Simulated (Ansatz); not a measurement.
Consider a ranking of structure types by relaxed energy of As on several prototypes (the Ansatz DFT code, driven from Python).

The script, `prototypes_as.py`:
```python
# -*- coding: utf-8 -*-
import ansatz as az
import numpy as np
from tabulate import tabulate


def bcc(A, a):
    return az.Crystal.bcc(A, a=a)


def fcc(first, a):
    return (
        az.Lattice.fcc(a)
        .space_group(225)
        .atom(first, (0, 0, 0))
        .primitive()
    )


def sc(first, a):
    return (
        az.Lattice.cubic(a)
        .space_group(221)
        .atom(first, (0, 0, 0))
    )


def solve(name, crystal, relax=True):
    calc = crystal.calculation()
    calc = calc.functional("pbesol")
    calc = calc.basis(550)
    calc = calc.kpoints(spacing=0.15).occupations("cold", width=0.1)
    calc = calc.stress().band_table()
    if relax:
        calc = calc.relax(force_tolerance=0.02, cell=True)
    return calc.run(threads=1)

def bulk_modulus(name, outcome, step=0.01):
    # B = -V dP/dV from the pressures of two uniformly scaled cells, atoms held at their fractions
    pressure = []
    for factor in (1 - step, 1.0, 1 + step):
        cell = az.Crystal(lattice=az.Lattice.of(outcome.lattice.cell_ang * factor ** (1 / 3)))
        for site in outcome.report["lattice"]["sites"]:
            cell = cell.atom(site["symbol"], site["position_frac"])
        pressure.append(np.trace(solve(name, cell, relax=False).report["stress_gpa"]) / 3)
    slope, bend = (pressure[0] - pressure[2]) / (2 * step), abs(pressure[0] + pressure[2] - 2 * pressure[1])
    # a jump of mesh or basis between the cells shows as a kink: no modulus then
    return float(slope) if bend < 12 * step**2 * abs(slope) + 0.15 and abs(pressure[1]) < 1.5 else float("nan")

def relaxed_twice(name, crystal):
    # the second pass draws mesh and plane waves anew for the relaxed cell
    first = solve(name, crystal)
    again = az.Crystal(lattice=az.Lattice.of(first.lattice.cell_ang))
    for site in first.report["lattice"]["sites"]:
        again = again.atom(site["symbol"], site["position_frac"])
    return solve(name, again)


def pressure_gpa(outcome):
    return float(np.trace(outcome.report["stress_gpa"]) / 3)


def volume_per_atom(outcome):
    return abs(np.linalg.det(outcome.lattice.cell_ang)) / len(outcome.lattice.sites)

phases = {}
phases["bcc"] = bcc("As", 3.51)
phases["fcc"] = fcc("As", 4.42)
phases["sc"] = sc("As", 2.87)

done = {}
for name, crystal in phases.items():
    done[name] = relaxed_twice(name, crystal)
    print(f"{name}: {done[name].report['energy_sigma0_ev']:.4f} eV, {len(done[name].lattice.sites)} atoms")

energy = {name: o.report["energy_sigma0_ev"] / len(o.lattice.sites) for name, o in done.items()}
lowest = min(energy.values())
rows = [(name, len(o.lattice.sites), 1000 * (energy[name] - lowest), pressure_gpa(o), volume_per_atom(o), bulk_modulus(name, o)) for name, o in done.items()]
rows.sort(key=lambda row: row[2])
print(tabulate(rows, headers=["phase", "atoms", "dE (meV/atom)", "P (GPa)", "V (A^3/atom)", "B (GPa)"], floatfmt=".4f", tablefmt="simple"))
```

Which of these structures comes out lowest, and how far apart are they?

By space group at the end of each run: Pm-3m (+0 meV an atom, 19.4 Å³), Im-3m (+298 meV an atom, 18.1 Å³) and Fm-3m (+408 meV an atom, 18.4 Å³).

What the script printed:

```console
$ python prototypes_as.py
bcc: -4812.6489 eV, 1 atoms
fcc: -4812.5386 eV, 1 atoms
sc: -4812.9471 eV, 1 atoms
phase      atoms    dE (meV/atom)    P (GPa)    V (A^3/atom)    B (GPa)
-------  -------  ---------------  ---------  --------------  ---------
sc             1           0.0000     0.0358         19.4324    92.3703
bcc            1         298.2536    -0.0026         18.1474    99.1678
fcc            1         408.4816    -0.0007         18.4068    93.2549
```

Absolute energies stand on the zero of these potentials, so only differences at equal settings mean something. Pressure is positive in compression. The cells are built on prototypes, so most aren't the phase found in nature. Rows bear the name of their start, and a relaxation keeps or raises the symmetry. Differences under 10 to 15 meV an atom lie within the error of mesh and functional. Timing: 70 s on 1 thread of Intel(R) Xeon(R) Platinum 8488C (Sapphire Rapids), with other jobs on the host, peak memory 0.53 GiB.
